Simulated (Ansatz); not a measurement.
# CH₆N₂OSSi: up Jacob's ladder to CCSD(T)

How much do the methods differ for CH₆N₂OSSi? The plan is to run it at one geometry with functionals of several rungs and with coupled cluster, and see how far each lands from CCSD(T) at the basis-set limit for the atomisation energy.

Program: Ansatz 0.2.0, Gaussian basis. Level of theory: functionals in def2-TZVPP, the program's frozen cores in correlated methods. These are calculated values, not measurements.

The runs, in order: PBE-D4, r2SCAN-D4, PBE0-D4, B3LYP-D4, ωB97X-V, ωB97M-V, B2PLYP; CCSD(T)/def2-TZVPP; MP2/def2-QZVPP; extrapolation to the limit.

### 1 Structure used throughout

An earlier PBE0-D4 in a triple-zeta def2 set relaxation fixed the geometry.

SMILES `N=C[Si](N)(O)S`, 12 atoms, charge 0, spin multiplicity 1.

Atoms are counted from 1 here; the program's logs count them from 0.

Bond lengths: N1–C2 1.272 Å, N1–H7 1.021 Å, C2–Si3 1.890 Å, C2–H8 1.099 Å, Si3–N4 1.699 Å, Si3–O5 1.636 Å, Si3–S6 2.130 Å, N4–H9 1.007 Å, N4–H10 1.007 Å, O5–H11 0.970 Å, S6–H12 1.343 Å. Angles: C2–N1–H7 112.9°, N1–C2–Si3 115.6°, N1–C2–H8 122.2°, Si3–C2–H8 122.2°, C2–Si3–N4 108.9°, C2–Si3–O5 102.4°, C2–Si3–S6 112.8°, N4–Si3–O5 119.2°, N4–Si3–S6 103.5°, O5–Si3–S6 110.4°, Si3–N4–H9 121.1°, Si3–N4–H10 120.1°, H9–N4–H10 111.7°, Si3–O5–H11 109.3°, Si3–S6–H12 93.1°.

### 2 PBE-D4 (GGA)

Input file in.yaml:

```yaml
crystal:
  periodic: [false, false, false]
  atoms:
    - {symbol: N, position_ang: [0.149459, -1.702505, -1.345542]}
    - {symbol: C, position_ang: [0.757571, -1.040148, -0.445553]}
    - {symbol: Si, position_ang: [-0.159972, 0.474816, 0.215492]}
    - {symbol: N, position_ang: [-0.245087, 0.370385, 1.909433]}
    - {symbol: O, position_ang: [-1.543989, 0.454349, -0.656588]}
    - {symbol: S, position_ang: [0.898997, 2.292438, -0.116969]}
    - {symbol: H, position_ang: [0.689705, -2.500303, -1.684789]}
    - {symbol: H, position_ang: [1.759571, -1.318322, -0.090962]}
    - {symbol: H, position_ang: [-0.577197, -0.465890, 2.362588]}
    - {symbol: H, position_ang: [-0.440920, 1.192929, 2.456810]}
    - {symbol: H, position_ang: [-1.532988, -0.307061, -1.257469]}
    - {symbol: H, position_ang: [0.321749, 2.494311, -1.312549]}
basis:
  gaussian: {orbitals: def2-TZVPP}
hamiltonian: {xc: pbe, dispersion: d4}
output: {forces: true, orbitals: {seedname: orbitals}}
```

Started as:

```bash
> ansatz run in.yaml --threads 2 --pin off --events-out ev --progress --plain --max-ram 22528MiB --backend cuda --devices 0, --max-vram 18GiB
```

The runs that follow: r2SCAN-D4 (meta-GGA); PBE0-D4 (hybrid); B3LYP-D4 (hybrid); ωB97X-V (range-separated); ωB97M-V (range-separated); B2PLYP (double hybrid); CCSD(T) in def2-TZVPP; MP2 in def2-QZVPP.

**Question.** What will the summary of the whole plan be? Wanted: atomisation energy, CCSD(T)/CBS; farthest; mean size of error, hybrid; mean size of error, range-separated; gap, smallest and largest; T1 diagnostic; triples share of the correlation energy.

The runs gave:

```
                               quantity                                  value
        atomisation energy, CCSD(T)/CBS                              46.689 eV
    functionals within 0.233 eV (0.5 %)  r2SCAN-D4, PBE0-D4, B3LYP-D4, ωB97X-V
                               farthest                     PBE-D4 (+1.086 eV)
             mean size of error, hybrid                               0.100 eV
    mean size of error, range-separated                               0.215 eV
              gap, smallest and largest   3.80 eV (PBE-D4), 10.84 eV (ωB97X-V)
                          T1 diagnostic                                 0.0121
triples share of the correlation energy                                  4.1 %
```

What this shows: PBE-D4 is off by +1.086 eV. Double hybrids carry the basis error of their MP2 part in triple zeta, and no dispersion term here, so their miss is partly the set-up's. The reference freezes the cores and leaves out relativity and excitations past (T), so misses under about 0.233 eV can't be ranked. Hartree-Fock recovers 67 % of the binding; the rest is correlation. The gap grows from 3.8 to 10.8 eV across the functionals, mostly with the share of exact exchange.
